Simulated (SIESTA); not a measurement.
**Tl in SIESTA: convergence with basis size**

Input of the first run (basis size SZ); the others differ in this setting and in those tied to it:

File Tl.fdf:

```
SystemName                      Tl
SystemLabel                     Tl
NumberOfSpecies                 1
NumberOfAtoms                   5
%block ChemicalSpeciesLabel
  1  81 Tl
%endblock ChemicalSpeciesLabel

LatticeConstant                 1.0 Ang
%block LatticeVectors
     3.4559983565     0.0000000000     0.0000000000
    -1.7279991782     2.9929823722     0.0000000000
     0.0000000000     0.0000000000    26.0500000000
%endblock LatticeVectors
AtomicCoordinatesFormat         Fractional
%block AtomicCoordinatesAndAtomicSpecies
     0.6666666667     0.3333333334     0.2879078695  1  Tl
     0.3333333333     0.6666666666     0.3939539347  1  Tl
     0.6666666667     0.3333333334     0.5000000000  1  Tl
     0.3333333333     0.6666666666     0.6060460653  1  Tl
     0.6666666667     0.3333333334     0.7120921305  1  Tl
%endblock AtomicCoordinatesAndAtomicSpecies

%block kgrid.MonkhorstPack
    7   0   0  0.0
    0   7   0  0.0
    0   0   1  0.0
%endblock kgrid.MonkhorstPack
XC.Functional                   GGA
XC.Authors                      PBE
PAO.BasisSize                   SZ
PAO.EnergyShift                 0.003 Ry
Mesh.Cutoff                     500 Ry
OccupationFunction              FD
ElectronicTemperature           0.05 eV
Slab.DipoleCorrection           vacuum
MaxSCFIterations                120
SCF.MustConverge                false
SCF.Mixer.Method                Pulay
SCF.Mixer.Weight                0.25
SCF.Mixer.History               8
SCF.DM.Tolerance                5.0e-05
SCF.H.Tolerance                 1.0e-03 eV
WriteForces                     true
Charge.Mulliken                 end
%block PAO.Basis
  Tl 3
  n=6 0 1
    6.628
  n=6 1 1
    9.500
  n=5 2 1
    4.502
%endblock PAO.Basis
```

Potentials or basis: PseudoDojo 0.4 standard (PBE files), SZ (energy shift 0.003 Ry).

Launch:

```sh
$ siesta < Tl.fdf > Tl.out 2>&1
```

Hardware: 1 thread of Arm Neoverse V2 (shared host).

```
basis size  energy less the tightest run, at zero smearing (meV/atom)  largest force (eV/Å)  SCF cycles  CPU time (s)  peak memory (GiB)
        SZ                                                     454.05                 0.372          11            35               0.37
       SZP                                                     184.30                 0.272          11           120               0.59
        DZ                                                     141.50                 0.153          13            63               0.44
       DZP                                                      66.14                 0.200          13           180               0.66
      DZDP                                                      14.74                 0.215          13           300               0.81
       TZP                                                      42.78                 0.197          13           250               0.75
      TZDP                                                       0.00                 0.208          13           380                0.9
```

Not settled before the last step: the energy (to 1 meV/atom), the largest force (to 0.005 eV/Å). The tightest run that finished is the yardstick and may itself not be fully converged.

 The run has no spin-orbit coupling, so splittings on Tl are missing.
